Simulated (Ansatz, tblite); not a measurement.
# C16H48O6Si7: charged states by level of theory

Aim: the energy of removing and adding an electron for C16H48O6Si7, by energy differences, and how well orbital energies stand in for it.

Computed with Ansatz 0.2.0, Gaussian basis. Level: as each input shows.

Plan: charge +1 doublet, at the geometry of the singlet (PBE0-D4/def2-SVP, PBE-D4/def2-SVP, r2SCANh-D4/def2-SVP); charge +1 doublet, relaxed (PBE0-D4/def2-SVP, PBE-D4/def2-SVP); charge -1 doublet, at the geometry of the singlet (PBE0-D4/def2-SVP, PBE-D4/def2-SVP, r2SCANh-D4/def2-SVP); the starting singlet's energies come from earlier runs.

## (1) The geometry

The singlet was relaxed beforehand with PBE-D4/def2-SVP.

SMILES `C[Si](C)(C)O[Si](C)(C)O[Si](C)(C)O[Si](C)(C)O[Si](C)(C)O[Si](C)(C)O[Si](C)(C)C`, 77 atoms, charge 0, spin multiplicity 1.

Atoms are counted from 1 here; the program's logs count them from 0.

Bond lengths: C1–Si2 1.886 Å, C1–H30 1.109 Å, C1–H31 1.110 Å, C1–H32 1.110 Å, Si2–C3 1.885 Å, Si2–C4 1.887 Å, Si2–O5 1.689 Å, C3–H33 1.109 Å, C3–H34 1.108 Å, C3–H35 1.110 Å, C4–H36 1.110 Å, C4–H37 1.109 Å, C4–H38 1.108 Å, O5–Si6 1.673 Å, Si6–C7 1.876 Å, Si6–C8 1.875 Å, Si6–O9 1.680 Å, C7–H39 1.109 Å and more. Angles: Si2–C1–H30 110.8°, Si2–C1–H31 110.9°, Si2–C1–H32 111.3°, H30–C1–H31 107.8°, H30–C1–H32 108.0°, H31–C1–H32 107.9°, C1–Si2–C3 110.5°, C1–Si2–C4 110.8°, C1–Si2–O5 107.1°, C3–Si2–C4 110.9°, C3–Si2–O5 107.4°, C4–Si2–O5 109.9°, Si2–C3–H33 110.9°, Si2–C3–H34 109.6°, Si2–C3–H35 111.6°, H33–C3–H34 108.3°, H33–C3–H35 108.0°, H34–C3–H35 108.4° and more.

## (2) Charge +1 doublet at the fixed geometry, PBE0-D4/def2-SVP

Contents of in.yaml:

```yaml
crystal:
  periodic: [false, false, false]
  atoms:
    - {symbol: C, position_ang: [-5.731501, -2.883695, -0.748071]}
    - {symbol: Si, position_ang: [-4.202044, -1.835433, -0.405386]}
    - {symbol: C, position_ang: [-4.468602, -0.754060, 1.116007]}
    - {symbol: C, position_ang: [-2.675927, -2.925201, -0.198090]}
    - {symbol: O, position_ang: [-3.998752, -0.805662, -1.729038]}
    - {symbol: Si, position_ang: [-2.891163, -0.306550, -2.879394]}
    - {symbol: C, position_ang: [-2.174731, -1.769057, -3.810976]}
    - {symbol: C, position_ang: [-3.779848, 0.909888, -3.996261]}
    - {symbol: O, position_ang: [-1.601785, 0.469246, -2.133412]}
    - {symbol: Si, position_ang: [-1.247438, 1.429706, -0.811909]}
    - {symbol: C, position_ang: [-2.685609, 2.589119, -0.462161]}
    - {symbol: C, position_ang: [0.365382, 2.297514, -1.175629]}
    - {symbol: O, position_ang: [-1.062174, 0.396250, 0.509830]}
    - {symbol: Si, position_ang: [-0.549078, 0.323119, 2.102911]}
    - {symbol: C, position_ang: [-1.521146, 1.567555, 3.126932]}
    - {symbol: C, position_ang: [-0.779129, -1.437964, 2.694690]}
    - {symbol: O, position_ang: [1.085761, 0.671828, 2.189279]}
    - {symbol: Si, position_ang: [2.338108, 1.749170, 2.472202]}
    - {symbol: C, position_ang: [3.499086, 0.936844, 3.703514]}
    - {symbol: C, position_ang: [1.668445, 3.393412, 3.080662]}
    - {symbol: O, position_ang: [3.136993, 2.055124, 1.038139]}
    - {symbol: Si, position_ang: [4.015550, 1.365863, -0.217079]}
    - {symbol: C, position_ang: [4.240209, 2.687735, -1.521872]}
    - {symbol: C, position_ang: [5.655729, 0.731318, 0.455130]}
    - {symbol: O, position_ang: [3.146098, 0.111011, -0.895965]}
    - {symbol: Si, position_ang: [2.805552, -1.542536, -0.771230]}
    - {symbol: C, position_ang: [4.052854, -2.462886, -1.850884]}
    - {symbol: C, position_ang: [2.955187, -2.100968, 1.027453]}
    - {symbol: C, position_ang: [1.051454, -1.797007, -1.394870]}
    - {symbol: H, position_ang: [-6.620762, -2.241681, -0.914936]}
    - {symbol: H, position_ang: [-5.588603, -3.507937, -1.654132]}
    - {symbol: H, position_ang: [-5.953926, -3.562191, 0.101782]}
    - {symbol: H, position_ang: [-5.345239, -0.088374, 0.978737]}
    - {symbol: H, position_ang: [-3.574433, -0.121611, 1.283227]}
    - {symbol: H, position_ang: [-4.641484, -1.365164, 2.026159]}
    - {symbol: H, position_ang: [-2.754783, -3.558663, 0.709858]}
    - {symbol: H, position_ang: [-2.542949, -3.598379, -1.069901]}
    - {symbol: H, position_ang: [-1.768286, -2.296615, -0.101036]}
    - {symbol: H, position_ang: [-1.596154, -2.419330, -3.124497]}
    - {symbol: H, position_ang: [-2.972952, -2.376703, -4.283691]}
    - {symbol: H, position_ang: [-1.484919, -1.423533, -4.608098]}
    - {symbol: H, position_ang: [-4.616106, 0.418966, -4.534508]}
    - {symbol: H, position_ang: [-4.203226, 1.743099, -3.399184]}
    - {symbol: H, position_ang: [-3.087438, 1.339666, -4.748295]}
    - {symbol: H, position_ang: [-2.858827, 3.272749, -1.318708]}
    - {symbol: H, position_ang: [-3.613836, 2.005039, -0.296577]}
    - {symbol: H, position_ang: [-2.503447, 3.209913, 0.438805]}
    - {symbol: H, position_ang: [1.148355, 1.539698, -1.378821]}
    - {symbol: H, position_ang: [0.712837, 2.916539, -0.324713]}
    - {symbol: H, position_ang: [0.263809, 2.949789, -2.066960]}
    - {symbol: H, position_ang: [-1.353506, 2.603292, 2.767563]}
    - {symbol: H, position_ang: [-2.608964, 1.358394, 3.065508]}
    - {symbol: H, position_ang: [-1.225045, 1.527012, 4.195494]}
    - {symbol: H, position_ang: [-0.413726, -1.549409, 3.735800]}
    - {symbol: H, position_ang: [-1.846456, -1.734268, 2.663796]}
    - {symbol: H, position_ang: [-0.208914, -2.139788, 2.053406]}
    - {symbol: H, position_ang: [3.811288, -0.063503, 3.341302]}
    - {symbol: H, position_ang: [3.002684, 0.799446, 4.686050]}
    - {symbol: H, position_ang: [4.411053, 1.548318, 3.859356]}
    - {symbol: H, position_ang: [2.499169, 4.101733, 3.276856]}
    - {symbol: H, position_ang: [1.007916, 3.853837, 2.317784]}
    - {symbol: H, position_ang: [1.086123, 3.275755, 4.016829]}
    - {symbol: H, position_ang: [4.783197, 3.563121, -1.111160]}
    - {symbol: H, position_ang: [4.811803, 2.296620, -2.387997]}
    - {symbol: H, position_ang: [3.252844, 3.034267, -1.887387]}
    - {symbol: H, position_ang: [6.248223, 1.557867, 0.898714]}
    - {symbol: H, position_ang: [6.262396, 0.269964, -0.351380]}
    - {symbol: H, position_ang: [5.499357, -0.032516, 1.243638]}
    - {symbol: H, position_ang: [5.091544, -2.291673, -1.497654]}
    - {symbol: H, position_ang: [3.866318, -3.557112, -1.837787]}
    - {symbol: H, position_ang: [3.990621, -2.119424, -2.904573]}
    - {symbol: H, position_ang: [2.636072, -3.158519, 1.137520]}
    - {symbol: H, position_ang: [4.000347, -2.027734, 1.393267]}
    - {symbol: H, position_ang: [2.310642, -1.474220, 1.676668]}
    - {symbol: H, position_ang: [0.784376, -2.874235, -1.402897]}
    - {symbol: H, position_ang: [0.323461, -1.262274, -0.752905]}
    - {symbol: H, position_ang: [0.932077, -1.403931, -2.424855]}
basis:
  gaussian: {orbitals: def2-SVP, fitting: {mean_field: def2-universal-jkfit}}
total_charge: 1
magnetization: {spin_polarized: true, initial_magnetization: 1}
hamiltonian: {xc: pbe0, dispersion: d4}
scf: {omitted_lower_state_checks: [starts]}
output: {orbitals: {seedname: orbitals}}
```

Launch:

```
> ansatz run in.yaml --threads 2 --pin off --events-out ev --progress --plain --max-ram 32768MiB --backend cuda --devices 0, --max-vram 18GiB
```

The program printed, cut to the lines that bear on the results:

```text
Functional definition: PBE0
  name "PBE0"
  cite "Adamo & Barone, J. Chem. Phys. 110, 6158 (1999) doi:10.1063/1.478522"
  cite "Perdew, Burke & Ernzerhof, Phys. Rev. Lett. 77, 3865 (1996) doi:10.1103/PhysRevLett.77.3865"
  parent pbe
[...]
3422 factors; integrals over basis functions are off by at most 2.4e-1 eV
[...]
mean field -84717.96669725 eV, -3113.3278522237 hartree, gradient 7.8e-6 eV, S^2 0.752035; 0 other end points of the search recorded, 0 dependent functions left out
reference -84717.96677513 eV, -3113.3278550858 hartree; 145, 144 occupied and 529, 530 virtual orbitals, 3422 factors
Total energy: -84720.64147218 eV, -3113.4261483892 hartree
Checks for a lower state left out: starts
```

Wall time 25 s (1 × H100 (card shared with other runs) with 2 threads of AMD EPYC 7R13, shared host); peak host memory 1.4 GiB.

Report: HOMO -10.27 eV, LUMO -9.61 eV (over both spins); ⟨S²⟩ 0.752 (pure: 0.75).

## (3) Charge +1 doublet at the fixed geometry, PBE-D4/def2-SVP

start.molden holds the orbitals of an earlier run on this state, given as this run's starting guess.

in.yaml, as its differences from that of step 2:

```diff
@@ -81,6 +81,6 @@
 basis:
-  gaussian: {orbitals: def2-SVP, fitting: {mean_field: def2-universal-jkfit}}
+  gaussian: {orbitals: def2-SVP, fitting: {mean_field: def2-universal-jkfit}, initial_orbitals: start.molden}
 total_charge: 1
 magnetization: {spin_polarized: true, initial_magnetization: 1}
-hamiltonian: {xc: pbe0, dispersion: d4}
+hamiltonian: {xc: pbe, dispersion: d4}
 scf: {omitted_lower_state_checks: [starts]}
```

Launched as before.

The program printed, cut to the lines that bear on the results:

```text
Functional definition: PBE
  name "PBE"
  cite "Perdew, Burke & Ernzerhof, Phys. Rev. Lett. 77, 3865 (1996) doi:10.1103/PhysRevLett.77.3865"
  parent pbe
[...]
3422 factors; integrals over basis functions are off by at most 2.4e-1 eV
[...]
mean field -84708.87837656 eV, -3112.9938625987 hartree, gradient 3.0e-6 eV, S^2 0.750548; 0 other end points of the search recorded, 0 dependent functions left out
reference -84708.87847691 eV, -3112.9938662864 hartree; 145, 144 occupied and 529, 530 virtual orbitals, 3422 factors
Total energy: -84711.85543021 eV, -3113.1032673022 hartree
Checks for a lower state left out: starts
```

It took 25 s on 1 × H100 (card shared with other runs) with 2 threads of AMD EPYC 7R13, shared host; peak host memory 1.4 GiB.

HOMO -9.13 eV, LUMO -9.12 eV (over both spins); ⟨S²⟩ 0.751 (pure: 0.75).

## (4) Charge +1 doublet at the fixed geometry, r2SCANh-D4/def2-SVP

in.yaml, as its differences from that of step 3:

```diff
@@ -84,3 +84,3 @@
 magnetization: {spin_polarized: true, initial_magnetization: 1}
-hamiltonian: {xc: pbe, dispersion: d4}
+hamiltonian: {xc: {name: r2SCANh}, dispersion: d4}
 scf: {omitted_lower_state_checks: [starts]}
```

Same command.

The program printed, cut to the lines that bear on the results:

```text
Functional definition: r2SCANh
  name "r2SCANh"
  cite "Bursch, Neugebauer, Ehlert & Grimme, J. Chem. Phys. 156, 134105 (2022) doi:10.1063/5.0086040"
  cite "Furness, Kaplan, Ning, Perdew & Sun, J. Phys. Chem. Lett. 11, 8208 (2020) doi:10.1021/acs.jpclett.0c02405"
  cite "Furness, Kaplan, Ning, Perdew & Sun, J. Phys. Chem. Lett. 11, 9248 (2020) doi:10.1021/acs.jpclett.0c03077"
  parent r2scan
[...]
3422 factors; integrals over basis functions are off by at most 2.4e-1 eV
[...]
mean field -84752.99925306 eV, -3114.6152749039 hartree, gradient 4.6e-6 eV, S^2 0.751863; 0 other end points of the search recorded, 0 dependent functions left out
reference -84752.99928147 eV, -3114.6152759479 hartree; 145, 144 occupied and 529, 530 virtual orbitals, 3422 factors
Total energy: -84754.06599783 eV, -3114.6544770508 hartree
Checks for a lower state left out: starts
```

It took 48 s on 1 × H100 (card shared with other runs) with 2 threads of AMD EPYC 7R13, shared host; peak host memory 1.7 GiB.

Report: HOMO -9.89 eV, LUMO -9.58 eV (over both spins); ⟨S²⟩ 0.752 (pure: 0.75).

## (5) Vertical ionisation energy

Charged state less starting state, singlet to doublet; the starting state's energies are those of its earlier runs.

| level | vertical ionisation energy (eV) | time |
| --- | --- | --- |
| PBE-D4/def2-SVP | +7.68 | 32 s |
| r2SCANh-D4/def2-SVP | +8.31 | 63 s |
| PBE0-D4/def2-SVP | +8.62 | 33 s |

Times add the two runs; a level without a time comes out of a correlated run.

Beside −ε(HOMO) of the starting state:

| level | −ε(HOMO) (eV) | by difference (eV) | mismatch (eV) |
| --- | --- | --- | --- |
| PBE-D4/def2-SVP | 6.10 | 7.68 | -1.59 |
| r2SCANh-D4/def2-SVP | 6.98 | 8.31 | -1.34 |
| PBE0-D4/def2-SVP | 7.51 | 8.62 | -1.11 |

[end of part 1 of 3]
